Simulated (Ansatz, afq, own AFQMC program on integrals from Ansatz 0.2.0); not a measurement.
# SiGeH₂ (triplet): quantum Monte Carlo beside coupled cluster at distance Si1–Ge2 = 2.111 Å, cc-pVDZ

How near does AFQMC come to the top of the ladder for SiGeH₂ (triplet)?

Computed with Ansatz 0.2.0, Gaussian basis, and an in-house AFQMC program (afq) on its integrals; all values are calculated. Level: cc-pVDZ, frozen cores.

The runs, in order: PBE (unrestricted); r2SCAN (unrestricted); PBE0 (unrestricted); B3LYP (unrestricted); wB97M-V (unrestricted); B2PLYP (unrestricted); CCSD(T) on UHF; CCSDT(Q) on UHF; Phaseless AFQMC, CISD trial on UHF.

1 further run of the same task is left out (it didn't finish). Runs told in other sessions of the task aren't counted.

### Step 1. The system

The geometry derives from a PBE0/def2-TZVP stationary point (not a proven minimum). One bond is set to the value named and the two fragments are kept rigid. No spin-orbit coupling is included. The filled d shell of Ge may be among the frozen orbitals whatever the setting's name suggests.

4 atoms, charge 0, spin multiplicity 3.

Atoms are counted from 1 here; the program's logs count them from 0.

Bond lengths: Si1–Ge2 2.111 Å, Si1–H3 1.514 Å, Ge2–H4 1.581 Å. Angles: Ge2–Si1–H3 106.8°, Si1–Ge2–H4 101.4°.

### Step 2. PBE (unrestricted)

in.yaml

```yaml
crystal:
  periodic: [false, false, false]
  atoms:
    - {symbol: Si, position_ang: [0.000000, -0.125620, 1.506784]}
    - {symbol: Ge, position_ang: [0.000000, 0.051140, -0.596802]}
    - {symbol: H, position_ang: [0.000000, 1.281751, 2.063665]}
    - {symbol: H, position_ang: [0.000000, -1.466947, -1.038883]}
basis:
  gaussian: {orbitals: cc-pVDZ}
magnetization: {spin_polarized: true, initial_magnetization: 2}
hamiltonian: {xc: {name: PBE}}
output: {orbitals: {seedname: orbitals}}
```

On the command line:

```console
ansatz run in.yaml --threads 1 --pin off --events-out ev --progress --plain --max-ram 1382MiB
```

What it wrote:

```text
Functional definition: PBE
  name "PBE"
  cite "Perdew, Burke & Ernzerhof, Phys. Rev. Lett. 77, 3865 (1996) doi:10.1103/PhysRevLett.77.3865"
  parent pbe
  parameter kappa = 0.804
  parameter beta = 0.06672455060314922
  exchange = pbe_x(kappa = kappa, mu = beta*pi^2/3)
  correlation = pbe_c(beta = beta)
599 factors; integrals over basis functions are off by at most 1.1e-3 eV
mean field evaluation 1: about -64410.9942 eV, gradient 8.9e0 eV
mean field evaluation 2: about -64411.3333 eV, gradient 6.4e0 eV
mean field evaluation 4: about -64411.7022 eV, gradient 8.8e-1 eV
mean field evaluation 8: about -64411.7074 eV, gradient 8.7e-3 eV
mean field evaluation 16: about -64410.0687 eV, gradient 3.7e0 eV
mean field -64411.70743355 eV, -2367.0865883595 hartree, gradient 7.9e-5 eV, S^2 2.003574; 1 other end points of the search recorded, 0 dependent functions left out
reference -64411.70746441 eV, -2367.0865894938 hartree; 25, 23 occupied and 30, 32 virtual orbitals, 599 factors
Total energy: -64411.70746441 eV, -2367.0865894938 hartree
```

Wall time 1.1 s (1 thread of Intel Xeon 6975P-C (Granite Rapids), shared host).

From the report: ⟨S²⟩ of the determinant 2.004 (pure triplet: 2.00).

### Step 3. r2SCAN (unrestricted)

Edit in.yaml of step 2 so:

```diff
@@ -10,3 +10,2 @@
 magnetization: {spin_polarized: true, initial_magnetization: 2}
-hamiltonian: {xc: {name: PBE}}
-output: {orbitals: {seedname: orbitals}}
+hamiltonian: {xc: {name: r2SCAN}}
```

The command is unchanged.

What it wrote:

```text
Functional definition: r2SCAN
  name "r2SCAN"
  cite "Furness, Kaplan, Ning, Perdew & Sun, J. Phys. Chem. Lett. 11, 8208 (2020) doi:10.1021/acs.jpclett.0c02405"
  cite "Furness, Kaplan, Ning, Perdew & Sun, J. Phys. Chem. Lett. 11, 9248 (2020) doi:10.1021/acs.jpclett.0c03077"
  parent r2scan
  parameter k0 = 0.174
  parameter k1 = 0.065
  parameter a1 = 4.9479
  exchange = r2scan_x(k0 = k0, k1 = k1, a1 = a1)
  correlation = r2scan_c
599 factors; integrals over basis functions are off by at most 1.1e-3 eV
mean field evaluation 1: about -64422.7931 eV, gradient 7.2e0 eV
mean field evaluation 2: about -64423.1470 eV, gradient 3.9e0 eV
mean field evaluation 4: about -64423.2737 eV, gradient 1.1e0 eV
mean field evaluation 8: about -64423.2835 eV, gradient 1.3e-2 eV
mean field evaluation 16: about -64423.2835 eV, gradient 8.8e-5 eV
mean field -64423.28348846 eV, -2367.5120005311 hartree, gradient 2.5e-5 eV, S^2 2.009523; 1 other end points of the search recorded, 0 dependent functions left out
reference -64423.28349855 eV, -2367.5120009019 hartree; 25, 23 occupied and 30, 32 virtual orbitals, 599 factors
Total energy: -64423.28349855 eV, -2367.5120009019 hartree
```

Wall time 2.8 s (1 thread of Intel Xeon 6975P-C (Granite Rapids), shared host).

From the report: ⟨S²⟩ of the determinant 2.010 (pure triplet: 2.00).

### Step 4. PBE0 (unrestricted)

Edit in.yaml of step 3 so:

```diff
@@ -10,2 +10,3 @@
 magnetization: {spin_polarized: true, initial_magnetization: 2}
-hamiltonian: {xc: {name: r2SCAN}}
+hamiltonian: {xc: {name: PBE0}}
+output: {orbitals: {seedname: orbitals}}
```

The command is unchanged.

What it wrote:

```text
Functional definition: PBE0
  name "PBE0"
  cite "Adamo & Barone, J. Chem. Phys. 110, 6158 (1999) doi:10.1063/1.478522"
  cite "Perdew, Burke & Ernzerhof, Phys. Rev. Lett. 77, 3865 (1996) doi:10.1103/PhysRevLett.77.3865"
  parent pbe
  parameter a = 0.25
  parameter kappa = 0.804
  parameter beta = 0.06672455060314922
  exchange = (1 - a)*pbe_x(kappa = kappa, mu = beta*pi^2/3) + a*exact_x
  correlation = pbe_c(beta = beta)
599 factors; integrals over basis functions are off by at most 1.1e-3 eV
mean field evaluation 1: about -64413.5462 eV, gradient 5.9e0 eV
mean field evaluation 2: about -64413.8024 eV, gradient 2.7e0 eV
mean field evaluation 4: about -64413.8698 eV, gradient 4.5e-1 eV
mean field evaluation 8: about -64413.8948 eV, gradient 3.8e-2 eV
mean field evaluation 16: about -64413.8948 eV, gradient 2.5e-4 eV
mean field -64413.89483091 eV, -2367.1669737301 hartree, gradient 3.2e-5 eV, S^2 2.007823; 1 other end points of the search recorded, 0 dependent functions left out
reference -64413.89485408 eV, -2367.1669745814 hartree; 25, 23 occupied and 30, 32 virtual orbitals, 599 factors
Total energy: -64413.89485408 eV, -2367.1669745814 hartree
```

Wall time 1.8 s (1 thread of Intel Xeon 6975P-C (Granite Rapids), shared host).

From the report: ⟨S²⟩ of the determinant 2.008 (pure triplet: 2.00).

### Step 5. B3LYP (unrestricted)

Edit in.yaml of step 4 so:

```diff
@@ -10,3 +10,2 @@
 magnetization: {spin_polarized: true, initial_magnetization: 2}
-hamiltonian: {xc: {name: PBE0}}
-output: {orbitals: {seedname: orbitals}}
+hamiltonian: {xc: {name: B3LYP}}
```

Launched as before.

What it wrote (excerpt; [...] marks lines left out):

```text
Functional definition: B3LYP
  name "B3LYP"
  cite "Stephens, Devlin, Chabalowski & Frisch, J. Phys. Chem. 98, 11623 (1994) doi:10.1021/j100096a001"
  cite "Becke, Phys. Rev. A 38, 3098 (1988) doi:10.1103/PhysRevA.38.3098"
  cite "Lee, Yang & Parr, Phys. Rev. B 37, 785 (1988) doi:10.1103/PhysRevB.37.785"
  cite "Vosko, Wilk & Nusair, Can. J. Phys. 58, 1200 (1980) doi:10.1139/p80-159"
[...]
599 factors; integrals over basis functions are off by at most 1.1e-3 eV
[...]
mean field -64426.17298279 eV, -2367.6181874889 hartree, gradient 8.6e-6 eV, S^2 2.004987; 1 other end points of the search recorded, 0 dependent functions left out
reference -64426.17318974 eV, -2367.6181950945 hartree; 25, 23 occupied and 30, 32 virtual orbitals, 599 factors
Total energy: -64426.17318974 eV, -2367.6181950945 hartree
```

It took 1.6 s on 1 thread of Intel Xeon 6975P-C (Granite Rapids), shared host.

From the report: ⟨S²⟩ of the determinant 2.005 (pure triplet: 2.00).

### Step 6. wB97M-V (unrestricted)

Edit in.yaml of step 5 so:

```diff
@@ -10,2 +10,3 @@
 magnetization: {spin_polarized: true, initial_magnetization: 2}
-hamiltonian: {xc: {name: B3LYP}}
+hamiltonian: {xc: {name: wB97M-V}}
+output: {orbitals: {seedname: orbitals}}
```

Launched as before.

What it wrote (excerpt; [...] marks lines left out):

```text
Functional definition: wB97M-V
  name "wB97M-V"
  cite "Mardirossian & Head-Gordon, J. Chem. Phys. 144, 214110 (2016) doi:10.1063/1.4952647"
  cite "Becke, J. Chem. Phys. 107, 8554 (1997) doi:10.1063/1.475007"
  cite "Vydrov & Van Voorhis, J. Chem. Phys. 133, 244103 (2010) doi:10.1063/1.3521275"
  # Of w^i u^j: cxij and so on, Table III.
[...]
  gx(w, u) = 1 - cx + cx01*u + cx10*w
  gss(w, u) = css00 + css04*u^4 + css10*w + css20*w^2 + css43*w^4*u^3
  gos(w, u) = cos00 + cos10*w + (cos20 + cos21*u)*w^2 + (cos60 + cos61*u)*w^6
[...]
      + integral(e_c_pw_mod_opposite_spin*gos(b97_w_opposite, b97_u_opposite)) + vv10(b, c)
599 factors; integrals over basis functions are off by at most 1.1e-3 eV
183 factors; integrals over basis functions are off by at most 7.3e-6 eV
[...]
mean field -64420.38394908 eV, -2367.4054444242 hartree, gradient 7.2e-5 eV, S^2 2.007267; 3 other end points of the search recorded, 0 dependent functions left out
reference -64420.38398179 eV, -2367.4054456261 hartree; 25, 23 occupied and 30, 32 virtual orbitals, 599 factors
Total energy: -64420.38398179 eV, -2367.4054456261 hartree
```

Wall time 6.5 s (1 thread of Intel Xeon 6975P-C (Granite Rapids), shared host); peak memory 0.26 GiB.

From the report: ⟨S²⟩ of the determinant 2.007 (pure triplet: 2.00).

### Step 7. B2PLYP (unrestricted)

Edit in.yaml of step 6 so:

```diff
@@ -10,3 +10,3 @@
 magnetization: {spin_polarized: true, initial_magnetization: 2}
-hamiltonian: {xc: {name: wB97M-V}}
-output: {orbitals: {seedname: orbitals}}
+hamiltonian: {xc: {name: B2PLYP}}
+correlation: {electrons: outside_noble_gas}
```

Same command.

What it wrote (excerpt; [...] marks lines left out):

```text
Functional definition: B2PLYP
  name "B2PLYP"
  cite "Grimme, J. Chem. Phys. 124, 034108 (2006) doi:10.1063/1.2148954"
  cite "Becke, Phys. Rev. A 38, 3098 (1988) doi:10.1103/PhysRevA.38.3098"
  cite "Lee, Yang & Parr, Phys. Rev. B 37, 785 (1988) doi:10.1103/PhysRevB.37.785"
[...]
599 factors; integrals over basis functions are off by at most 1.1e-3 eV
[...]
mean field -64407.90290097 eV, -2366.9467743660 hartree, gradient 7.8e-6 eV, S^2 2.014070; 4 other end points of the search recorded, 0 dependent functions left out
19 core orbitals not correlated: weight in the atoms' cores, before any rotation towards them, 0.999 or more for the frozen orbitals, at most 0.000 for the correlated occupied ones
reference -64407.90303252 eV, -2366.9467792005 hartree; 6, 4 occupied and 30, 32 virtual orbitals, 599 factors
second order -5.34022137 eV of doubles, -0.00000000 eV of singles
Total energy: -64409.34489229 eV, -2366.9997665697 hartree
```

It took 2.2 s on 1 thread of Intel Xeon 6975P-C (Granite Rapids), shared host.

From the report: ⟨S²⟩ of the determinant 2.014 (pure triplet: 2.00).

### Step 8. CCSD(T) on UHF

Edit in.yaml of step 7 so:

```diff
@@ -10,3 +10,2 @@
 magnetization: {spin_polarized: true, initial_magnetization: 2}
-hamiltonian: {xc: {name: B2PLYP}}
-correlation: {electrons: outside_noble_gas}
+correlation: {method: ccsd_t, electrons: outside_noble_gas, hamiltonian_folder: ham}
```

The command is unchanged.

What it wrote (excerpt; [...] marks lines left out):

```text
Functional definition: HF
  name "HF"
  cite "Fock, Z. Phys. 61, 126 (1930) doi:10.1007/BF01340294"
  parent pbe
[...]
599 factors; integrals over basis functions are off by at most 1.1e-3 eV
[...]
mean field -64363.82134589 eV, -2365.3268070965 hartree, gradient 5.6e-6 eV, S^2 2.037884; 9 other end points of the search recorded, 0 dependent functions left out
determinant -64363.82134589 eV, -2365.3268070965 hartree, with singles and doubles -64368.92040134 eV, -2365.5141939280 hartree
determinant -64362.49352878 eV, -2365.2780107176 hartree, with singles and doubles -64367.56271388 eV, -2365.4642998342 hartree
determinant -64361.53344045 eV, -2365.2427281224 hartree, with singles and doubles -64366.89060218 eV, -2365.4396001848 hartree
determinant -64360.61869366 eV, -2365.2091117977 hartree, with singles and doubles -64366.26430741 eV, -2365.4165842764 hartree
determinant -64360.45712599 eV, -2365.2031742956 hartree, with singles and doubles -64366.05647011 eV, -2365.4089463966 hartree
19 core orbitals not correlated: weight in the atoms' cores, before any rotation towards them, 0.999 or more for the frozen orbitals, at most 0.000 for the correlated occupied ones
reference -64363.82134589 eV, -2365.3268070965 hartree; 6, 4 occupied and 30, 32 virtual orbitals, 599 factors
second order -4.09033062 eV of doubles, -0.00000000 eV of singles
cycle   1  -5.09933965 eV  change   -2.8e-4 eV  update   2.1e-3
[...]
cycle   7  -5.10045794 eV  change   -1.1e-5 eV  update   1.2e-5
perturbative correction -0.19573144 eV, -0.0071929977 hartree
Total energy: -64369.11753527 eV, -2365.5214384663 hartree
```

It took 4.7 s on 1 thread of Intel Xeon 6975P-C (Granite Rapids), shared host.

From the report: ⟨S²⟩ of the determinant 2.038 (pure triplet: 2.00); correlation -5.2962 eV; T1 0.027; largest double amplitude 0.12.

This run also writes the integrals to the folder ham.

### Step 9. CCSDT(Q) on UHF

Edit in.yaml of step 8 so:

```diff
@@ -10,2 +10,2 @@
 magnetization: {spin_polarized: true, initial_magnetization: 2}
-correlation: {method: ccsd_t, electrons: outside_noble_gas, hamiltonian_folder: ham}
+correlation: {method: ccsdt_q, electrons: outside_noble_gas}
```

The command is unchanged.

What it wrote (excerpt; [...] marks lines left out):

```text
Functional definition: HF
  name "HF"
  cite "Fock, Z. Phys. 61, 126 (1930) doi:10.1007/BF01340294"
  parent pbe
[...]
1091 factors; integrals over basis functions are off by at most 1.8e-7 eV
[...]
mean field -64363.82144499 eV, -2365.3268107381 hartree, gradient 2.1e-6 eV, S^2 2.037884; 9 other end points of the search recorded, 0 dependent functions left out
determinant -64363.82144499 eV, -2365.3268107381 hartree, with singles and doubles -64368.92050415 eV, -2365.5141977062 hartree
determinant -64362.49362370 eV, -2365.2780142059 hartree, with singles and doubles -64367.56281490 eV, -2365.4643035464 hartree
determinant -64361.53354609 eV, -2365.2427320044 hartree, with singles and doubles -64366.89070884 eV, -2365.4396041045 hartree
determinant -64360.61878844 eV, -2365.2091152810 hartree, with singles and doubles -64366.26446910 eV, -2365.4165902183 hartree
determinant -64360.45723599 eV, -2365.2031783378 hartree, with singles and doubles -64366.05658294 eV, -2365.4089505430 hartree
19 core orbitals not correlated: weight in the atoms' cores, before any rotation towards them, 0.999 or more for the frozen orbitals, at most 0.000 for the correlated occupied ones
reference -64363.82144499 eV, -2365.3268107381 hartree; 6, 4 occupied and 30, 32 virtual orbitals, 1091 factors
second order -4.09035681 eV of doubles, -0.00000000 eV of singles
cycle   1  -4.77115264 eV  change   -6.8e-1 eV  update   9.1e-2
[...]
cycle  18  -5.33946781 eV  change   -7.8e-7 eV  update   3.9e-7
perturbative correction -0.01258049 eV, -0.0004623245 hartree
Total energy: -64369.17349329 eV, -2365.5234948854 hartree
```

Run time: 16 s. Hardware: 1 thread of Intel Xeon 6975P-C (Granite Rapids), shared host; peak memory 0.32 GiB.

From the report: ⟨S²⟩ of the determinant 2.038 (pure triplet: 2.00); correlation -5.3520 eV; T1 0.029; largest double amplitude 0.15.

### Step 10. Phaseless AFQMC, CISD trial on UHF

It reads the integrals that the CCSD(T) run on this determinant wrote.

On the command line:

```console
afq ham --method phaseless --trial cisd --walkers 60 --populations 1 --least-time 40 --time-step 0.005 --steps-per-block 50 --equilibration-blocks 28 --max-blocks 300 --target-error 0.00038 --factor-cut 1e-05 --start spin_pure --seed 6000 --release-times 0.24,0.51,0.99,1.62,2.4 --release-step 0.03 --release-every 4 --taylor-order 6
```

What it wrote:

```text
orbitals 36  electrons 6 4  factors 288 of 599
reference energy -2365.32680710 Eh
CCSD correlation -0.18743780 Eh in 13 cycles, weight of the determinant in the CISD state 0.8550
energy of the start -2365.512968 Eh
 block  time / (1/Eh)  mean weight  energy / Eh
     1     0.250  1.0011  -2365.510873
     2     0.500  1.0017  -2365.511751
     3     0.750  0.9993  -2365.514285
     4     1.000  0.9991  -2365.514272
     5     1.250  1.0005  -2365.517676
     6     1.500  1.0006  -2365.519282
     7     1.750  1.0007  -2365.519787
     8     2.000  1.0003  -2365.522609
     9     2.250  1.0011  -2365.524424
    10     2.500  1.0008  -2365.526642
    13     3.250  0.9992  -2365.523122
    17     4.250  1.0012  -2365.517545
    21     5.250  0.9997  -2365.525153
    25     6.250  1.0002  -2365.520510
    29     7.250  0.9997  -2365.527350
    33     8.250  0.9994  -2365.522633
    37     9.250  0.9982  -2365.523623
    41    10.250  1.0014  -2365.522892
    45    11.250  1.0006  -2365.522317
    49    12.250  0.9999  -2365.525762
    53    13.250  0.9998  -2365.524556
    57    14.250  1.0000  -2365.520660
    61    15.250  0.9987  -2365.523013
    65    16.250  0.9988  -2365.525196
    69    17.250  1.0001  -2365.527023
    73    18.250  0.9991  -2365.521201
    77    19.250  1.0009  -2365.521928
    81    20.250  1.0015  -2365.520961
    85    21.250  1.0009  -2365.526286
    89    22.250  1.0000  -2365.528925
    93    23.250  1.0012  -2365.521121
    97    24.250  0.9999  -2365.520641
   101    25.250  1.0007  -2365.528172
   105    26.250  0.9987  -2365.520460
   109    27.250  1.0013  -2365.519919
   113    28.250  1.0007  -2365.526882
   117    29.250  1.0016  -2365.518285
   121    30.250  0.9992  -2365.522606
   125    31.250  1.0006  -2365.521214
   129    32.250  1.0005  -2365.525431
   133    33.250  1.0001  -2365.523361
   137    34.250  1.0003  -2365.519567
   141    35.250  1.0011  -2365.522948
   145    36.250  0.9998  -2365.520306
   149    37.250  0.9996  -2365.523569
   153    38.250  0.9995  -2365.525624
   157    39.250  0.9992  -2365.522070
   161    40.250  1.0017  -2365.528119
   165    41.250  1.0005  -2365.525175
   169    42.250  1.0008  -2365.526928
   173    43.250  0.9997  -2365.520102
   177    44.250  1.0006  -2365.522516
   181    45.250  0.9999  -2365.521198
   185    46.250  1.0005  -2365.522601
   189    47.250  0.9992  -2365.532257
   193    48.250  0.9995  -2365.523787
   197    49.250  0.9996  -2365.527728
blocks merged  error / Eh  count
     1  0.000253  170
     2  0.000319  85
     4  0.000370  42
     8  0.000375  21
    16  0.000503  10
released: time / (1/Eh)  energy / Eh  error  mean overlap
  0.24  -2365.523928  0.000452  0.9945
  0.51  -2365.524160  0.000506  0.9894
  0.99  -2365.523644  0.000308  1.0022
  1.62  -2365.523173  0.000455  1.0178
  2.40  -2365.523366  0.000507  1.0163
energy -2365.523655 +/- 0.000375 Eh
```

Run time: 3.1 min. Hardware: 1 thread of Intel Xeon 6975P-C (Granite Rapids), shared host.

Energy -64369.1779 ± 0.0102 eV. Caveats: constraint bias not in the error.

### Step 11. All levels side by side

On the UHF determinant, counted from CCSDT(Q) (a yardstick, not exact):

| level | energy (eV) | from CCSDT(Q) (kcal/mol) | statistical error (kcal/mol) | time |
| --- | --- | --- | --- | --- |
| HF | -64363.8213 | +123.42 |  |  |
| MP2 | -64367.9117 | +29.10 |  |  |
| CCSD | -64368.9218 | +5.80 |  |  |
| CCSD(T) | -64369.1175 | +1.29 |  |  |
| CCSDT(Q) | -64369.1735 | 0.00 |  |  |
| Phaseless AFQMC, CISD trial, step 0.005, 60 walkers | -64369.1779 | -0.10 | 0.24 | 3.1 min |

The functionals' totals stand on their own zeros and serve differences with other points: PBE -64411.707 eV; r2SCAN -64423.283 eV; PBE0 -64413.895 eV; B3LYP -64426.173 eV; wB97M-V -64420.384 eV; B2PLYP -64409.345 eV.

### Step 12. What came out

```
                                        quantity                  value
                    CCSD(T) on UHF from CCSDT(Q)         +1.29 kcal/mol
Phaseless AFQMC, CISD trial on UHF from CCSDT(Q)  -0.10 ± 0.24 kcal/mol
```

What this shows: On UHF the phaseless walk with the CISD trial lies -0.10 kcal/mol from CCSDT(Q), within three error bars. Error bars are statistical and leave out the constraint, the time step and what remains of the start.
